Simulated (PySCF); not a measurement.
**CrOCl: relaxation and vibrations of the quartet**

Aim: relax CrOCl as a quartet from a B3LYP minimum start, check by its vibrations whether the end is a minimum, and collect its spectrum and constants.

Program: PySCF 2.14.0. Level of theory: B3LYP, basis Cr def2-SVP, O def2-SVP, Cl def2-SVP, no relativity, density fitting. These are calculated values, not measurements.

### Step 1. The system as given

3 atoms, charge 0, spin multiplicity 4.

Bond lengths: Cr1–O2 1.572 Å, Cr1–Cl3 2.178 Å. Angles: O2–Cr1–Cl3 136.7°.

Z-matrix (Å, degrees; charge 0 multiplicity 4):
```
Cr
O  1 1.5718
Cl 1 2.1780 2 136.70
```

### Step 2. First SCF at the start

One driver script runs all steps and calls PySCF; scf.py shows how it sets up the SCF of each step. The optimiser is the driver's own. After this first run the driver tries any further starts and a stability analysis.

Contents of scf.py:

```python
from pyscf import gto, scf, dft
mol = gto.M(atom='''
Cr    -0.040768     0.302152    -0.499465
O      0.059208    -0.438822    -1.882026
Cl     0.034071    -0.252514     1.605372''',
    basis={'Cr': 'def2-SVP', 'O': 'def2-SVP', 'Cl': 'def2-SVP'},
    charge=0, spin=3)
mf = dft.UKS(mol, xc='B3LYP')
mf.grids.atom_grid = (50, 194)
aux = {'Cr': 'def2-universal-JKFIT', 'O': 'def2-universal-JKFIT', 'Cl': 'def2-universal-JKFIT'}
mf = mf.density_fit(auxbasis=aux)
mf.conv_tol = 1e-08
mf.diis_space = 10
mf.max_cycle = 60
mf.init_guess = 'minao'
mf.verbose = 4
mf.kernel()
```

Started as:

```console
$ OMP_NUM_THREADS=2 python axn.py task.json out
```

After this run come: Relaxing the quartet from the B3LYP minimum start; Vibrations and properties at this point.

**Question.** What will these runs give? Wanted: minimum; geometry; wavenumbers; dipole moment; highest occupied, lowest empty level; polar-tensor charge of Cr1; zero-point energy; atomisation energy; ⟨S²⟩.

**Answer**, as computed:

```
                                          quantity                                        value
                                           minimum                                  quartet, Cs
                                          geometry  Cr–Cl 2.178 Å, Cr–O 1.572 Å; Cl–Cr–O 136.7°
                                wavenumbers (cm⁻¹)                134 (a'), 419 (a'), 1019 (a')
                                     dipole moment                                       2.26 D
highest occupied, lowest empty level (either spin)                              -6.71, -3.75 eV
                        polar-tensor charge of Cr1                                      +1.18 e
                                 zero-point energy                                   9.4 kJ/mol
                               entropy at 298.15 K                              294.8 J/(mol K)
         atomisation energy (no zero-point energy)                                   824 kJ/mol
                                              ⟨S²⟩                                        3.866
```

The molecule stays Cs, as typed, and the end point is a minimum. The strongest infrared band lies at 1019 cm⁻¹ (a', stretch). Most of the spin sits on Cr1 (Mulliken spin 3.35, against 3 for the whole molecule). The first SCF alone would have been 46 kJ/mol too high. Other starts or spin states, not run here, may lie lower. Open d and f shells are described by one determinant, and the ground state may have another occupation or spin.
